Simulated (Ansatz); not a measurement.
I need a band structure of Ta, space group P6_3/mmc. Use Ansatz 0.2.0 through its Python package. Use: PBEsol, PAW, the default cutoff (420 eV here), 12×12×6 k-points, Fermi-Dirac smearing of 0.1 eV.

```
Ta
1.0
     2.90037    0.00000    0.00000
    -1.45019    2.51180    0.00000
     0.00000    0.00000    5.16627
Ta
2
Direct
  0.66667 0.33333 0.75000
  0.33333 0.66667 0.25000
```

The script, `bands_ta.py`:
```python
"""Band structure of Ta."""

from collections import Counter
import json

import ansatz as az
import numpy as np

lattice = az.Lattice.of(
    [2.900372, 0.0, 0.0],
    [-1.450186, 2.511796, 0.0],
    [0.0, 0.0, 5.166274],
)
sites = [
    ("Ta", [2 / 3, 1 / 3, 0.75]),
    ("Ta", [1 / 3, 2 / 3, 0.25]),
]
system = az.Crystal(lattice=lattice)
for symbol, position in sites:
    system = system.atom(symbol, position)

# high-symmetry points in fractions of the reciprocal vectors
path = [
    ("G", (0.0, 0.0, 0.0)),
    ("M", (0.5, 0.0, 0.0)),
    ("K", (0.33333, 0.33333, 0.0)),
    ("G", (0.0, 0.0, 0.0)),
    ("A", (0.0, 0.0, 0.5)),
]
calc = system.calculation()
calc = calc.occupations(az.OccupationsMethod.FERMI_DIRAC, width=0.1).functional("pbesol")
calc = calc.kpoints(spacing=0.22)
calc = calc.band_structure([point for _, point in path], intervals=6).scf(extra_bands=8)
calc = calc.potential().band_table()
out = calc.run(events_out="events.ndjson")
rep = out.report
with open("events.ndjson") as stream:
    kinds = Counter(json.loads(line)["event"] for line in stream)
print("events:", {kind: kinds[kind] for kind in ("scf_iter", "scf_done", "notice", "finished")})

print(f"free energy      {rep['free_energy_ev']:.5f} eV")
print(f"per atom         {rep['free_energy_ev'] / len(out.lattice.sites):.5f} eV")
print(f"SCF iterations   {rep['n_iterations']}  (converged: {rep['converged']})")

v = out.potential()
line = v.v_es_ev.mean(axis=(0, 1))
print("planar mean of the electrostatic potential along the third grid axis (eV):")
print(np.round(line[:: max(len(line) // 12, 1)], 3))

edges = rep.get("band_edges_ev")
if edges:
    print(f"band edges on the mesh: {edges[0]:.3f} and {edges[1]:.3f} eV, gap {edges[1] - edges[0]:.3f} eV")
else:
    print("no band edges reported (a metal, or a gap too narrow for this smearing); Fermi level", round(rep["fermi_energy_ev"], 3), "eV")

bands = out.band_structure()
fermi = bands.fermi_energy_ev
print(f"zero of the bands: {fermi:.3f} eV, the Fermi level found on the SCF mesh")
for spin, channel in enumerate(bands.channels):
    print("channel", spin, "- computed levels within 6 eV of the Fermi level")
    for i, (label, _) in enumerate(path):
        levels = channel.eigenvalues_ev[i * 6] - fermi
        print(f"  {label:3s}", " ".join(f"{e:7.3f}" for e in levels if abs(e) < 6))
```

Output of `python bands_ta.py`:
```text
DeckWarning: basis.ecutwfc = 420 eV, auto-derived from the records' recommended cutoffs: set by Ta (normal level)
events: {'scf_iter': 6, 'scf_done': 1, 'notice': 2, 'finished': 1}
free energy      -19612.41749 eV
per atom         -9806.20874 eV
SCF iterations   6  (converged: True)
planar mean of the electrostatic potential along the third grid axis (eV):
[17.987 13.769  3.34  -3.238  3.34  13.769 17.987 13.769  3.34  -3.238
  3.34  13.769]
no band edges reported (a metal, or a gap too narrow for this smearing); Fermi level 17.973 eV
zero of the bands: 17.973 eV, the Fermi level found on the SCF mesh
channel 0 - computed levels within 6 eV of the Fermi level
  G    -4.884  -0.548  -0.093   0.606   0.606   1.168   1.168   2.970   2.970   5.129   5.129
  M    -4.023  -3.811  -3.307  -0.439  -0.359   0.509   0.864   5.531
  K    -2.835  -1.918  -1.918  -1.617  -0.536  -0.536   1.071   4.026   4.032   4.032
  G    -4.884  -0.548  -0.093   0.606   0.606   1.168   1.168   2.970   2.970   5.129   5.129
  A    -1.155  -1.155   0.656   0.656   0.656   0.656   4.407   4.407   4.407   4.407
```
(Warnings from the package without file and line.)

Caveats:
- Total energies depend on the potentials; only differences at equal settings carry meaning.
- The mesh is modest for a metal, so energies can be off by several to tens of meV an atom and pressures by half a GPa or more; differences at equal mesh fare better.
- The zero of the levels is a convention of the potentials, so an absolute Fermi energy is no work function.
- This isn't the structure that Ta takes at ambient conditions.
- Levels are Kohn-Sham eigenvalues on this mesh, without spin-orbit coupling.
- Hardware and time: 3.9 s on 1 thread of Arm Neoverse V1 (shared host), peak memory 0.38 GiB.
